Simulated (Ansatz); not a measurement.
**CH8SSiSn: one species, many methods**

An exercise on one series of results from a longer session: the logs are not shown, and one member is left open.

The runs use Ansatz 0.2.0, Gaussian basis; functionals in def2-TZVPP, the program's frozen cores in correlated methods.

The runs, in order: PBE-D4, r2SCAN-D4, PBE0-D4, B3LYP-D4, ωB97X-V, ωB97M-V, B2PLYP; CCSD(T)/def2-TZVPP; MP2/def2-QZVPP; extrapolation to the limit.

## The relaxed structure

All runs share one geometry, relaxed beforehand with PBE0-D4 in a triple-zeta def2 set. Sn takes the def2 core potential; no spin-orbit term is included.

SMILES `C[SiH2][SnH2][SH]`, 12 atoms, charge 0, spin multiplicity 1.

Atoms are counted from 1 here; the program's logs count them from 0.

Bond lengths: C1–Si2 1.872 Å, C1–H5 1.092 Å, C1–H6 1.092 Å, C1–H7 1.092 Å, Si2–Sn3 2.564 Å, Si2–H8 1.489 Å, Si2–H9 1.490 Å, Sn3–S4 2.423 Å, Sn3–H10 1.708 Å, Sn3–H11 1.711 Å, S4–H12 1.343 Å. Angles: Si2–C1–H5 110.2°, Si2–C1–H6 110.8°, Si2–C1–H7 110.8°, H5–C1–H6 108.6°, H5–C1–H7 108.1°, H6–C1–H7 108.3°, C1–Si2–Sn3 109.4°, C1–Si2–H8 110.9°, C1–Si2–H9 111.5°, Sn3–Si2–H8 107.0°, Sn3–Si2–H9 110.0°, H8–Si2–H9 107.9°, Si2–Sn3–S4 106.1°, Si2–Sn3–H10 114.4°, Si2–Sn3–H11 115.3°, S4–Sn3–H10 102.8°, S4–Sn3–H11 108.4°, H10–Sn3–H11 108.9° and more.

The first run:

in.yaml reads:

```yaml
crystal:
  periodic: [false, false, false]
  atoms:
    - {symbol: C, position_ang: [-0.990158, 1.628459, -0.190720]}
    - {symbol: Si, position_ang: [-0.383435, 0.368396, 1.053980]}
    - {symbol: Sn, position_ang: [1.432797, -1.085537, -0.023494]}
    - {symbol: S, position_ang: [0.483476, -1.930684, -2.086781]}
    - {symbol: H, position_ang: [-1.314611, 1.128322, -1.105804]}
    - {symbol: H, position_ang: [-1.830973, 2.197490, 0.212242]}
    - {symbol: H, position_ang: [-0.194438, 2.329512, -0.451162]}
    - {symbol: H, position_ang: [-1.485101, -0.545360, 1.466274]}
    - {symbol: H, position_ang: [0.149156, 1.024874, 2.280355]}
    - {symbol: H, position_ang: [2.802364, -0.219408, -0.564506]}
    - {symbol: H, position_ang: [1.954768, -2.417692, 0.914702]}
    - {symbol: H, position_ang: [-0.546845, -2.533573, -1.471086]}
basis:
  gaussian: {orbitals: def2-TZVPP}
hamiltonian: {xc: pbe, dispersion: d4}
output: {forces: true, orbitals: {seedname: orbitals}}
```

Run with:

```sh
$ ansatz run in.yaml --threads 4 --pin off --events-out ev --progress --plain --max-ram 10444MiB
```

Steps of the session up to this table: PBE-D4 (GGA); r2SCAN-D4 (meta-GGA); PBE0-D4 (hybrid); B3LYP-D4 (hybrid); ωB97X-V (range-separated); ωB97M-V (range-separated); B2PLYP (double hybrid); CCSD(T) in def2-TZVPP; MP2 in def2-QZVPP.

One of the session's tables, all rows but one given; the rest of the session is left out.

| method | atomisation energy (kJ/mol) |
| --- | --- |
| PBE-D4 | 3622.2 |
| r2SCAN-D4 | 3629.3 |
| PBE0-D4 | 3604.6 |
| B3LYP-D4 | 3616.4 |
| ωB97X-V | 3658.8 |
| ωB97M-V | 3634.6 |
| B2PLYP | 3562.7 |
| HF/def2-TZVPP | 2688.1 |
| MP2/def2-TZVPP | ? |
| CCSD/def2-TZVPP | 3506.2 |
| CCSD(T)/def2-TZVPP | 3549.0 |
| MP2/CBS | 3615.7 |
| CCSD(T)/CBS | 3647.1 |

Q: Estimate the row for MP2/def2-TZVPP from the others.

As computed: atomisation energy (kJ/mol): 3517.6. In the column «atomisation energy (kJ/mol)» it lies between CCSD/def2-TZVPP (3506.2) and CCSD(T)/def2-TZVPP (3549.0).

Among the levels timed on like hardware and quicker than the yardstick, those that no quicker one beats, quickest first: PBE-D4 (3.4 s, -24.9 kJ/mol); r2SCAN-D4 (7 s, -17.8 kJ/mol); ωB97X-V (12 s, +11.7 kJ/mol).

B2PLYP carry no dispersion term (for B3LYP, D4 adds 46.3 kJ/mol).

Limits of these values: Free atoms (1 C, 1 Si, 1 Sn, 1 S, 8 H) were run apart at each level; the atomisation energy is their sum less the molecule, without zero-point or spin-orbit terms. All levels share the lack of spin-orbit coupling, which lowers the free heavy atoms and so the true binding.
